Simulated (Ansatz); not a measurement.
Run this with the Python package of Ansatz (0.2.0) and show what comes out.

Script `tire.py`:
```python
"""Stiffness tensor and moduli of TiRe."""

import ansatz as az
from ase import Atoms
import numpy as np

config = {
    "xc": "LDA",
    "ecut": 450,
    "filling": "Fermi-Dirac",
    "width_ev": 0.15,
    "mesh": (14, 14, 14),
}


def main() -> None:
    atoms = Atoms(
        ["Ti", "Re"],
        scaled_positions=[
            [0.5, 0.5, 0.5],
            [0.0, 0.0, 0.0],
        ],
        cell=[
            [3.118, 0.0, 0.0],
            [0.0, 3.118, 0.0],
            [0.0, 0.0, 3.118],
        ],
        pbc=True,
    )
    crystal = az.Crystal.from_ase(atoms)

    calculation = (
        crystal.calculation()
        .functional(config["xc"])
        .pseudopotentials("paw")
        .basis(config["ecut"])
        .occupations(config["filling"], width=config["width_ev"])  # smearing steadies the SCF of a metal
        .kpoints(*config["mesh"])  # the mesh must be finer for metals
    )
    res = calculation.elastic("clamped-ion").run(threads=1)
    elastic = res.elastic

    C = np.asarray(elastic.c_gpa)
    for i in range(6):
        for j in range(i, 6):
            if abs(C[i, j]) > 0.05:
                print(f"C{i + 1}{j + 1} = {C[i, j]:.1f} GPa")
    print("smallest eigenvalue of C:", round(elastic.stability.min_eigenvalue_gpa, 1), "GPa; tensor positive definite:", elastic.stability.min_eigenvalue_gpa > 0)
    # averaged moduli need a positive definite tensor
    if elastic.stability.min_eigenvalue_gpa > 0:
        for name, value in elastic.moduli.to_plain().items():
            print(f"{name:14s} {value:9.3f}")


if __name__ == "__main__":
    main()
```

Running `python tire.py` prints:
```text
C11 = 323.6 GPa
C12 = 142.2 GPa
C13 = 142.2 GPa
C22 = 323.6 GPa
C23 = 142.2 GPa
C33 = 323.6 GPa
C44 = 63.1 GPa
C55 = 63.1 GPa
C66 = 63.1 GPa
smallest eigenvalue of C: 63.1 GPa; tensor positive definite: True
k_voigt_gpa      202.686
k_reuss_gpa      202.686
k_hill_gpa       202.686
g_voigt_gpa       74.147
g_reuss_gpa       71.866
g_hill_gpa        73.007
youngs_gpa       195.542
poisson            0.339
```

What to keep in mind:
- The cell isn't relaxed first, so the values belong to this volume.
- A positive definite tensor excludes instabilities under uniform strain alone; phonons elsewhere in the zone can still be imaginary.
- The smearing is wide enough that free energy and stress hold a thermal part of the electrons.
- Spin-orbit coupling, which matters for elements this heavy, is left out.
- At these settings the cell as given stands under about -13 GPa, so it isn't at this functional's equilibrium volume.
- The starting cell is as deposited in a crystallographic database; the results hold for this polymorph, which needn't be the stable one.
- Shear constants of a metal converge slowly with the k-point mesh and can be wrong in sign on a coarse one; the constants belong to the cell that was strained.
- Run time: 80 s on 1 thread of AMD EPYC 7R43 64-Core Processor (Zen 3) (shared host), peak memory 0.65 GiB.

(A comment or docstring line of the script was reworded after the run, the code is as it ran.)
